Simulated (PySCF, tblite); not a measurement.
# C5H7BO2: infrared bands, NMR shifts, spin-spin couplings and electronic excitations in gas and solvents, part 2 of 2

tblite 0.8.0 and PySCF 2.14.0. Atoms count from 0. Earlier steps stand in the parts before.

## (7) Excited states and response: B3LYP/def2-SVPD

The job: settings as JSON, then the geometry in Å.

```
{"job": {"kind": "uv", "xc": "B3LYP", "basis": "def2-SVPD", "ip": true, "dynamic": true}, "charge": 0, "multiplicity": 1}
C      2.358225    -2.243038    -0.220841
C      2.058037    -1.064712    -0.223171
B      1.653041     0.424176    -0.224719
O      2.623017     1.369850    -0.218442
O      0.354162     0.826455    -0.229774
C     -0.737701    -0.035759    -0.237141
C     -1.954057     0.400423     0.507395
C     -1.942844     0.398748    -1.000251
H      2.639220    -3.280737    -0.218694
H      2.241359     2.255263    -0.218886
H     -0.469512    -1.097432    -0.233932
H     -1.896185     1.371084     1.006286
H     -2.540906    -0.354182     1.037531
H     -2.521832    -0.357154    -1.537215
H     -1.878404     1.368155    -1.500622
```

Method: TDDFT B3LYP/def2-SVPD, vertical, gas phase, core orbitals frozen in the response.

The program printed:

```text
coarse grid: 13032 points
cycle   1  E = -369.5715771316  dE =  1.162e+00  |g| = 8.854e-01  |ddm| = 9.983e+00
cycle   2  E = -369.3580881040  dE =  2.135e-01  |g| = 1.371e+00  |ddm| = 2.679e+00
cycle   3  E = -369.7223688304  dE = -3.643e-01  |g| = 1.701e-01  |ddm| = 1.558e+00
cycle   4  E = -369.7277233696  dE = -5.355e-03  |g| = 9.410e-02  |ddm| = 3.437e-01
cycle   5  E = -369.7296885099  dE = -1.965e-03  |g| = 3.554e-02  |ddm| = 1.317e-01
cycle   6  E = -369.7300067918  dE = -3.183e-04  |g| = 4.735e-03  |ddm| = 5.051e-02
cycle   7  E = -369.7300116458  dE = -4.854e-06  |g| = 1.400e-03  |ddm| = 1.044e-02
final grid: 127272 points
cycle   8  E = -369.8104473799  dE = -5.735e-05  |g| = 5.607e-03  |ddm| = 1.837e-01
cycle   9  E = -369.8104400892  dE =  7.291e-06  |g| = 8.069e-03  |ddm| = 2.087e-02
cycle  10  E = -369.8104547465  dE = -1.466e-05  |g| = 1.319e-03  |ddm| = 1.016e-02
cycle  11  E = -369.8104551177  dE = -3.713e-07  |g| = 3.633e-04  |ddm| = 1.788e-03
cycle  12  E = -369.8104551387  dE = -2.104e-08  |g| = 2.398e-04  |ddm| = 6.415e-04
cycle  13  E = -369.8104551519  dE = -1.316e-08  |g| = 3.513e-05  |ddm| = 2.922e-04
cycle  14  E = -369.8104551522  dE = -2.929e-10  |g| = 1.040e-05  |ddm| = 7.585e-05
converged SCF energy = -369.8104551522

Static polarisability (au): isotropic 78.195, principal 61.615 78.697 94.273

Singlet excitations
state   eV       nm        f      main configurations
  1   5.5882    221.9   0.00000   H-1->L 0.96
  2   5.9465    208.5   0.08786   H->L 0.88
  3   6.2702    197.7   0.02776   H-2->L 0.64, H-1->L+2 0.17, H->L 0.10
  4   6.6316    187.0   0.00004   H->L+1 0.56, H-2->L+2 0.23, H-2->L+1 0.09
  5   6.7657    183.3   0.00038   H->L+1 0.34, H-2->L+2 0.20, H-3->L 0.17
  6   6.7786    182.9   0.00028   H-3->L 0.79, H->L+1 0.08
  7   7.1388    173.7   0.00037   H->L+2 0.74, H-2->L+1 0.10, H-2->L+2 0.10
  8   7.3861    167.9   0.00120   H->L+3 0.90
  9   7.3979    167.6   0.03165   H-1->L+1 0.81, H-1->L+2 0.15
 10   7.5266    164.7   0.01154   H-2->L+1 0.58, H-2->L+2 0.35

Triplet excitations (Tamm-Dancoff, eV): 4.7672 5.1353 5.5318 5.6027
Vertical ionisation energy (delta-SCF) = 9.5653 eV
```

It took 3 min on 1 thread of Arm Neoverse V1, shared host; peak memory 0.9 GiB.

The orbitals next to the gap, with their largest atomic shares:

```csv
orbital,eV,atoms
HOMO−3,-8.40,"C6 27 %, C7 27 %, C5 13 %"
HOMO−2,-8.14,"C1 40 %, C0 39 %, O3 8 %"
HOMO−1,-7.99,"C0 42 %, C1 41 %, H8 4 %"
HOMO,-7.48,"O4 28 %, C5 22 %, C7 14 %"
LUMO,-0.78,"C0 29 %, C1 26 %, B2 20 %"
LUMO+1,0.03,"B2 34 %, O3 20 %, H9 15 %"
LUMO+2,0.48,"C0 31 %, C1 27 %, B2 12 %"
```

With each of the 10 states as a Gaussian band of 0.4 eV half-width at 1/e, the curve within the window shown has maxima at 206 nm (ε 4,200), 167 nm (ε 1,800) L/(mol cm). Beyond the last state computed it falls off for lack of states. The curve at chosen wavelengths:

(nm, ε (L/mol/cm)): (158, 688), (162, 1376), (165, 1725), (169, 1653), (172, 1280), (176, 731), (180, 439), (183, 459), (187, 809), (190, 1297), (194, 2175), (198, 3137), (201, 3745), (205, 4183), (208, 4148), (212, 3648), (216, 2827), (219, 2161), (223, 1372), (226, 914), (230, 490), (234, 242), (237, 135), (241, 59), (244, 30), (248, 12)

Further results of this job:

```csv
property,computed
dipole moment (D),1.79
polarisability (Å³),11.59
HOMO–LUMO gap (eV),6.70
−ε(HOMO) (eV),7.48
C6 with itself (au),2497
```

## (8) Shielding tensors: PBE0/pcSseg-1 in benzene

Same as in step 7 but for these lines:

```diff
@@ -1,2 +1,2 @@
-{"job": {"kind": "uv", "xc": "B3LYP", "basis": "def2-SVPD", "ip": true, "dynamic": true}, "charge": 0, "multiplicity": 1}
+{"job": {"kind": "nmr", "xc": "PBE0", "basis": "pcSseg-1", "solvent": "benzene", "pop": true}, "charge": 0, "multiplicity": 1}
 C      2.358225    -2.243038    -0.220841
```

Level: GIAO PBE0/pcSseg-1 NMR shielding, non-relativistic, IEF-PCM benzene.

The program printed:

```text
coarse grid: 13032 points
cycle   1  E = -369.3901350659  dE =  1.248e+00  |g| = 8.229e-01  |ddm| = 3.480e+00
cycle   2  E = -369.2955001075  dE =  9.463e-02  |g| = 1.108e+00  |ddm| = 1.173e+00
cycle   3  E = -369.5161804011  dE = -2.207e-01  |g| = 1.158e-01  |ddm| = 7.086e-01
cycle   4  E = -369.5185075178  dE = -2.327e-03  |g| = 5.952e-02  |ddm| = 1.118e-01
cycle   5  E = -369.5192462851  dE = -7.388e-04  |g| = 2.514e-02  |ddm| = 5.078e-02
cycle   6  E = -369.5194002940  dE = -1.540e-04  |g| = 3.905e-03  |ddm| = 1.769e-02
cycle   7  E = -369.5194035460  dE = -3.252e-06  |g| = 1.024e-03  |ddm| = 3.452e-03
final grid: 127272 points
cycle   8  E = -369.5865913802  dE = -3.806e-05  |g| = 1.134e-02  |ddm| = 3.676e-02
cycle   9  E = -369.5865666484  dE =  2.473e-05  |g| = 1.640e-02  |ddm| = 1.733e-02
cycle  10  E = -369.5866165064  dE = -4.986e-05  |g| = 1.270e-03  |ddm| = 1.008e-02
cycle  11  E = -369.5866168337  dE = -3.273e-07  |g| = 3.148e-04  |ddm| = 1.092e-03
cycle  12  E = -369.5866168491  dE = -1.541e-08  |g| = 1.463e-04  |ddm| = 2.711e-04
cycle  13  E = -369.5866168529  dE = -3.769e-09  |g| = 5.152e-05  |ddm| = 1.104e-04
cycle  14  E = -369.5866168535  dE = -6.114e-10  |g| = 1.782e-05  |ddm| = 4.310e-05
converged SCF energy = -369.5866168535

GIAO shielding tensors (ppm)
atom      isotropic    diamagn.    paramagn.     s11        s22        s33       span
  0 C       84.738     261.393    -176.655      4.129      9.226    240.859    236.730
  1 C       99.364     258.887    -159.523     -0.437      8.385    290.145    290.583
  2 B       81.270     195.758    -114.488     65.097     87.132     91.580     26.483
  3 O      208.623     383.917    -175.293     95.343    256.050    274.477    179.134
  4 O      182.328     397.442    -215.114     51.575    239.543    255.866    204.291
  5 C      133.394     242.154    -108.760     88.704    106.891    204.588    115.884
  6 C      176.865     253.810     -76.945    146.150    172.082    212.364     66.214
  7 C      176.845     255.663     -78.818    146.136    172.098    212.302     66.166
  8 H       28.643      32.036      -3.394     23.790     24.112     38.026     14.235
  9 H       27.124      30.923      -3.799     20.857     24.444     36.070     15.213
 10 H       27.054      31.762      -4.708     20.438     28.499     32.225     11.787
 11 H       30.603      30.790      -0.186     25.557     27.832     38.421     12.864
 12 H       30.618      30.518       0.100     25.125     26.456     40.275     15.150
 13 H       30.619      30.495       0.123     25.129     26.454     40.273     15.144
 14 H       30.603      30.811      -0.208     25.564     27.829     38.418     12.854
```

Wall time 21 s (1 thread of Arm Neoverse V1, shared host); peak memory 0.88 GiB.

In short: δ C0 100.1, C1 85.5, C5 51.5, C6 8.0, H10 4.20, H9 4.13 ppm (means over like atoms).

## (9) Nuclear shieldings: PBE0/pcSseg-1 in tetrahydrofuran

Same as in step 8 but for these lines:

```diff
@@ -1,2 +1,2 @@
-{"job": {"kind": "nmr", "xc": "PBE0", "basis": "pcSseg-1", "solvent": "benzene", "pop": true}, "charge": 0, "multiplicity": 1}
+{"job": {"kind": "nmr", "xc": "PBE0", "basis": "pcSseg-1", "solvent": "tetrahydrofuran", "pop": false}, "charge": 0, "multiplicity": 1}
 C      2.358225    -2.243038    -0.220841
```

Level: GIAO PBE0/pcSseg-1 NMR shielding, non-relativistic, IEF-PCM tetrahydrofuran.

The program printed:

```text
coarse grid: 13032 points
cycle   1  E = -369.3968709990  dE =  1.242e+00  |g| = 8.174e-01  |ddm| = 3.480e+00
cycle   2  E = -369.3087622583  dE =  8.811e-02  |g| = 1.091e+00  |ddm| = 1.135e+00
cycle   3  E = -369.5210715320  dE = -2.123e-01  |g| = 1.031e-01  |ddm| = 6.799e-01
cycle   4  E = -369.5230079849  dE = -1.936e-03  |g| = 4.645e-02  |ddm| = 9.711e-02
cycle   5  E = -369.5234210348  dE = -4.130e-04  |g| = 2.297e-02  |ddm| = 4.237e-02
cycle   6  E = -369.5235494528  dE = -1.284e-04  |g| = 4.080e-03  |ddm| = 1.582e-02
cycle   7  E = -369.5235530762  dE = -3.623e-06  |g| = 9.946e-04  |ddm| = 3.294e-03
final grid: 127272 points
cycle   8  E = -369.5907126257  dE = -3.819e-05  |g| = 1.135e-02  |ddm| = 3.693e-02
cycle   9  E = -369.5906881025  dE =  2.452e-05  |g| = 1.640e-02  |ddm| = 1.717e-02
cycle  10  E = -369.5907376803  dE = -4.958e-05  |g| = 1.251e-03  |ddm| = 9.905e-03
cycle  11  E = -369.5907379964  dE = -3.161e-07  |g| = 2.921e-04  |ddm| = 1.036e-03
cycle  12  E = -369.5907380103  dE = -1.383e-08  |g| = 1.208e-04  |ddm| = 2.485e-04
cycle  13  E = -369.5907380127  dE = -2.433e-09  |g| = 3.077e-05  |ddm| = 8.313e-05
cycle  14  E = -369.5907380129  dE = -1.830e-10  |g| = 1.129e-05  |ddm| = 2.702e-05
converged SCF energy = -369.5907380129

GIAO shielding tensors (ppm)
atom      isotropic    diamagn.    paramagn.     s11        s22        s33       span
  0 C       83.345     261.000    -177.655      2.037      7.089    240.909    238.872
  1 C       99.768     258.990    -159.222      0.155      9.025    290.123    289.967
  2 B       81.251     195.759    -114.508     64.936     87.345     91.471     26.536
  3 O      209.893     384.448    -174.555     95.375    257.227    277.078    181.703
  4 O      181.597     397.587    -215.990     49.277    238.672    256.842    207.565
  5 C      133.334     242.380    -109.046     88.486    106.607    204.910    116.424
  6 C      177.125     253.883     -76.758    146.386    172.364    212.625     66.238
  7 C      177.105     255.715     -78.611    146.371    172.381    212.562     66.191
  8 H       28.414      31.892      -3.478     23.516     23.837     37.890     14.373
  9 H       26.775      30.707      -3.932     20.338     24.071     35.916     15.577
 10 H       27.023      31.715      -4.692     20.397     28.478     32.193     11.796
 11 H       30.575      30.755      -0.180     25.526     27.765     38.433     12.907
 12 H       30.541      30.417       0.124     25.037     26.323     40.265     15.228
 13 H       30.542      30.389       0.152     25.041     26.321     40.263     15.222
 14 H       30.575      30.774      -0.199     25.533     27.762     38.430     12.897
```

Run time: 19 s. Hardware: 1 thread of Arm Neoverse V1, shared host; peak memory 0.94 GiB.

Key values: δ C0 101.9, C1 85.5, C5 51.9, C6 8.2, H9 4.47, H10 4.22 ppm (means over like atoms).

## (10) Ultraviolet spectrum: B3LYP/def2-SVPD in benzene

Same as in step 9 but for these lines:

```diff
@@ -1,2 +1,2 @@
-{"job": {"kind": "nmr", "xc": "PBE0", "basis": "pcSseg-1", "solvent": "tetrahydrofuran", "pop": false}, "charge": 0, "multiplicity": 1}
+{"job": {"kind": "uv", "xc": "B3LYP", "basis": "def2-SVPD", "solvent": "benzene", "nstates": 6, "ntriplets": 0}, "charge": 0, "multiplicity": 1}
 C      2.358225    -2.243038    -0.220841
```

Method: TDDFT B3LYP/def2-SVPD, vertical, IEF-PCM benzene (non-equilibrium linear response), core orbitals frozen in the response.

The program printed:

```text
coarse grid: 13032 points
cycle   1  E = -369.5799493382  dE =  1.154e+00  |g| = 8.779e-01  |ddm| = 9.991e+00
cycle   2  E = -369.3841318226  dE =  1.958e-01  |g| = 1.340e+00  |ddm| = 2.628e+00
cycle   3  E = -369.7292373979  dE = -3.451e-01  |g| = 1.425e-01  |ddm| = 1.504e+00
cycle   4  E = -369.7330786685  dE = -3.841e-03  |g| = 7.243e-02  |ddm| = 3.069e-01
cycle   5  E = -369.7341416407  dE = -1.063e-03  |g| = 3.435e-02  |ddm| = 1.144e-01
cycle   6  E = -369.7344397030  dE = -2.981e-04  |g| = 4.712e-03  |ddm| = 4.491e-02
cycle   7  E = -369.7344445810  dE = -4.878e-06  |g| = 1.299e-03  |ddm| = 9.721e-03
final grid: 127272 points
cycle   8  E = -369.8148458347  dE = -5.726e-05  |g| = 5.836e-03  |ddm| = 1.824e-01
cycle   9  E = -369.8148373895  dE =  8.445e-06  |g| = 8.677e-03  |ddm| = 2.106e-02
cycle  10  E = -369.8148536199  dE = -1.623e-05  |g| = 1.221e-03  |ddm| = 1.006e-02
cycle  11  E = -369.8148539287  dE = -3.088e-07  |g| = 2.786e-04  |ddm| = 1.636e-03
cycle  12  E = -369.8148539372  dE = -8.510e-09  |g| = 2.128e-04  |ddm| = 5.760e-04
cycle  13  E = -369.8148539482  dE = -1.097e-08  |g| = 3.420e-05  |ddm| = 2.721e-04
cycle  14  E = -369.8148539485  dE = -2.865e-10  |g| = 9.586e-06  |ddm| = 7.026e-05
converged SCF energy = -369.8148539485

Static polarisability (au): isotropic 87.715, principal 69.603 88.308 105.233

Singlet excitations
state   eV       nm        f      main configurations
  1   5.6063    221.2   0.00000   H-1->L 0.93
  2   5.8596    211.6   0.11443   H->L 0.93
  3   6.2520    198.3   0.03736   H-2->L 0.68, H-1->L+2 0.16
  4   6.6457    186.6   0.00007   H->L+1 0.57, H-2->L+2 0.22, H-2->L+1 0.10
  5   6.6790    185.6   0.00083   H-3->L 0.92
  6   6.7917    182.6   0.00010   H->L+1 0.41, H-2->L+2 0.23, H->L+2 0.18
```

Run time: 32 s. Hardware: 1 thread of Arm Neoverse V1, shared host; peak memory 0.92 GiB.

In short: HOMO -7.44 eV, LUMO -0.81 eV; lowest singlet 5.61 eV.

## (11) Side by side: NMR shifts

Shifts (ppm) of some atoms, chosen among heavy atoms and hydrogens apart, with basis size and wall time:

```csv
run,C0,C5,H9,H8,B2,O4,O3,functions,time
PBE0/pcSseg-1,98.2,50.9,3.73,2.37,19.4,151.5,127.7,171,20 s
PBE0/pcSseg-1 in benzene,100.1,51.5,4.13,2.61,19.8,156.5,130.2,171,21 s
PBE0/pcSseg-1 in tetrahydrofuran,101.9,51.9,4.47,2.83,20.0,160.2,131.9,171,19 s
```

The continuum's effect on the ground state:

```csv
solvent,ε,polarisation energy (Eh),μ (D)
benzene,2.27,-0.0051,1.98
tetrahydrofuran,7.43,-0.0097,2.14
```

## (12) Run by run: electronic excitations

Excitations and ground-state properties, with basis size and wall time:

```csv
run,lowest singlet (eV),brightest (eV),f,gap (eV),α (Å³),μ (D),functions,time
B3LYP/def2-SVPD,5.59,5.95,0.088,6.70,11.59,1.79,222,3 min
B3LYP/def2-SVPD in benzene,5.61,5.86,0.114,6.63,13.00,2.01,222,32 s
```

## (13) Summary of results

The summary covers parts 1 to 2.

| quantity | value |
| --- | --- |
| strongest single infrared mode (GFN2-xTB) | 1264 cm⁻¹, 481 km/mol |
| zero-point energy (GFN2-xTB) | 70.2 kcal/mol |
| point group | Cs |
| rotational constants (main isotopes) | 3.36, 1.30, 1.01 GHz |
| 13C shifts against TMS (PBE0/pcSseg-1, means over atoms taken as alike) | 98.2, 85.4, 50.9, 7.9 ppm |
| 1H shifts against TMS (PBE0/pcSseg-1, means over atoms taken as alike) | 4.18, 3.73, 2.37, 0.62, 0.56 ppm |
| 11B shifts against BF3·OEt2 (PBE0/pcSseg-1) | 19.4 ppm |
| 17O shifts against H2O (PBE0/pcSseg-1) | 151.5, 127.7 ppm |
| largest coupling of the table (B3LYP/pcJ-1) | 1J(C,H) C0–H8, 263.1 Hz |
| lowest singlet (B3LYP/def2-SVPD) | 5.59 eV (222 nm), f = 0.000 |
| brightest single state of those computed | state 2, 5.95 eV, f = 0.088 |
| lowest triplet | 4.77 eV |
| vertical ionisation energy (ΔSCF) | 9.57 eV |
| range of the shift of O4 | 151.5 to 160.2 ppm |
| range of the lowest singlet | 5.59 to 5.61 eV |

Over 73 steps the energy fell by 1.417 eV; of the close pairs, B2–O4 changed most, 1.487 to 1.360 Å (GFN2-xTB). No mode is imaginary among the 39: a minimum at this level. The strongest single mode, at 1264 cm⁻¹, moves mainly B2. GFN2-xTB is a fitted tight-binding method: band positions and strengths are rough. Its intensities can rank the bands wrongly. At PBE0/pcSseg-1: The widest tensor belongs to C1: span 291 ppm, with a paramagnetic part of -160 ppm. In the run at B3LYP/pcJ-1, the largest coupling of the table is C0–H8, 263.1 Hz, of which the Fermi-contact term gives 264.0 Hz. Couplings across rotatable bonds belong to this one conformer; where others are populated, the observed values are averages. The lowest singlet, at 5.59 eV, is HOMO−1→LUMO 0.96 and is dark; of the 10 states computed, the strongest absorption comes from state 2 at 5.95 eV. The lowest triplet lies 0.82 eV below the lowest singlet (triplets in Tamm-Dancoff, singlets in full TDDFT). In ppm, O4 moves most: its shift spreads over 8.7 ppm, from 151.5 (PBE0/pcSseg-1) to 160.2 (PBE0/pcSseg-1 in tetrahydrofuran). Most of that comes from the computed reference, not from the atom's own shielding. The continuum holds electrostatics alone: no hydrogen bonds to the solvent, and the gas-phase geometry is kept. The lowest singlet runs from 5.59 eV (B3LYP/def2-SVPD) to 5.61 eV (B3LYP/def2-SVPD in benzene), while the orbital gap spans 6.63 to 6.70 eV. The lowest state need not be the same one in every run. The runs solved for a few states only, so the brightest column depends on that window.
